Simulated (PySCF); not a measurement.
# C5H3F2N: the cost of one run

Computed with PySCF 2.14.0 and routines of our own; the level stands in each step. Atoms count from 0.

## (1) The starting structure

11 atoms, charge 0, multiplicity 1; geometry from: GFN2-xTB.

## (2) Excited states: TDDFT CAM-B3LYP/def2-SVPD

What the job is given:

```
{"job": {"kind": "states", "xc": "CAM-B3LYP", "basis": "def2-SVPD", "tpa": true, "nstates": 6, "nquad": 5, "ntriplets": 0}, "charge": 0, "multiplicity": 1}
C      2.150502     0.193335    -0.599976
C      1.058808     0.352455     0.139045
F      1.110333     1.047227     1.294496
C     -0.267407    -0.162250    -0.163609
F     -0.333620    -0.853658    -1.309834
C     -1.355731     0.012502     0.602560
C     -2.621388    -0.501385     0.276402
N     -3.661139    -0.913673     0.025699
H      2.111001    -0.358890    -1.520202
H      3.090977     0.612994    -0.292617
H     -1.276911     0.574013     1.522072
```

Method: TDDFT CAM-B3LYP/def2-SVPD excited states, vertical, gas phase, two-photon moments by quadratic response.

Launch:

```sh
$ OMP_NUM_THREADS=1 python excited_run.py task.json out
```

This one command runs all jobs of the session in turn.

Q: Estimate the wall time and peak memory of this first job on 1 thread of Arm Neoverse N1, shared host.

About 66 s, with a peak of 0.72 GiB.
